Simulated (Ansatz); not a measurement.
# CsSnI3: the cost of one run

Computed with Ansatz 0.2.0 through its Python package. Level of theory: DFT PBE, plane waves, PAW.

The COD cell was measured well above room temperature, so it is larger than a cold one.

### Step 1. Starting point

It takes space group Pm-3m (No. 221, cubic). The conventional cell has a = 6.206 Å, b = 6.206 Å, c = 6.206 Å, α = 90.00°, β = 90.00°, γ = 90.00°. Cs (site symmetry m-3m) is surrounded by 12 I at 4.39 Å. Sn (site symmetry m-3m) has 6 I at 3.10 Å as nearest neighbours. I (site symmetry 4/mmm) is surrounded by 2 Sn at 3.10 Å and 4 Cs at 4.39 Å.

No structure file is read: the coordinates are typed or built in the script.

### Step 2. The code

eos.py

```python
"""Bulk modulus of CsSnI3 from an E(V) curve."""

import warnings

import ansatz as az
import numpy as np
from scipy.optimize import curve_fit

VECTORS = np.array([
    [6.2057, 0.0, 0.0],
    [0.0, 6.2057, 0.0],
    [0.0, 0.0, 6.2057],
])
SITES = [
    ("Cs", (0.0, 0.0, 0.0)),
    ("Sn", (0.5, 0.5, 0.5)),
    ("I", (0.0, 0.5, 0.5)),
    ("I", (0.5, 0.0, 0.5)),
    ("I", (0.5, 0.5, 0.0)),
]


def build(cell):
    crystal = az.Crystal(lattice=az.Lattice.of(cell))
    for symbol, position in SITES:
        crystal = crystal.atom(symbol, position)
    return crystal

def vinet(v, e0, v0, b0, b1):
    eta = (v / v0) ** (1 / 3)
    return e0 + 2 * b0 * v0 / (b1 - 1) ** 2 * (2 - (5 + 3 * b1 * (eta - 1) - 3 * eta) * np.exp(-1.5 * (b1 - 1) * (eta - 1)))

warnings.simplefilter("ignore", az.DeckWarning)

# uniform scaling of the cell
volumes, energies = [], []
for scale in np.linspace(0.92, 1.08, 7):
    cell = VECTORS * scale ** (1 / 3)
    calc = (
        build(cell).calculation()
        .functional("pbe")
        .occupations("fixed")
        .scf(tolerance=1e-07)
        .basis(500)
        .kpoints(3, 3, 3)
    )
    report = calc.run(threads=1).report
    volumes.append(abs(np.linalg.det(cell)) / len(SITES))
    energies.append(report["free_energy_ev"] / len(SITES))
    print(f"V = {volumes[-1]:8.4f} A^3/atom  F = {energies[-1]:.5f} eV/atom")

guess = (min(energies), volumes[int(np.argmin(energies))], 0.5, 4.5)
(e0, v0, b0, b1), _ = curve_fit(vinet, np.array(volumes), np.array(energies), p0=guess, maxfev=20000)
print(f"Vinet fit: V0 = {v0:.4f} A^3/atom, B0 = {160.21766 * b0:.1f} GPa, B1 = {b1:.2f}")
print("largest residual", round(1000 * float(np.abs(vinet(np.array(volumes), e0, v0, b0, b1) - energies).max()), 3), "meV/atom")
```

### Step 3. The input behind the calls

The package turns the script's settings into the engine's input (first run):

```yaml
crystal:
  lattice:
    - [6.035594478866355, 0.0, 0.0]
    - [0.0, 6.035594478866355, 0.0]
    - [0.0, 0.0, 6.035594478866355]
  atoms:
    - { symbol: Cs, position: [0.0, 0.0, 0.0] }
    - { symbol: Sn, position: [0.5, 0.5, 0.5] }
    - { symbol: I, position: [0.0, 0.5, 0.5] }
    - { symbol: I, position: [0.5, 0.0, 0.5] }
    - { symbol: I, position: [0.5, 0.5, 0.0] }
basis:
  ecutwfc: 500.0
kpoints:
  mp_grid:
    grid: [3, 3, 3]
hamiltonian:
  xc: pbe
scf:
  convergence:
    dr2_threshold: 1.0e-07
  occupations:
    method: fixed
```

### Step 4. Launch

Command:

```
> python eos.py
```

Q: Estimate wall time and peak memory on 1 thread of Arm Neoverse V2, shared host.

About 15 s, with a peak of 0.6 GiB.
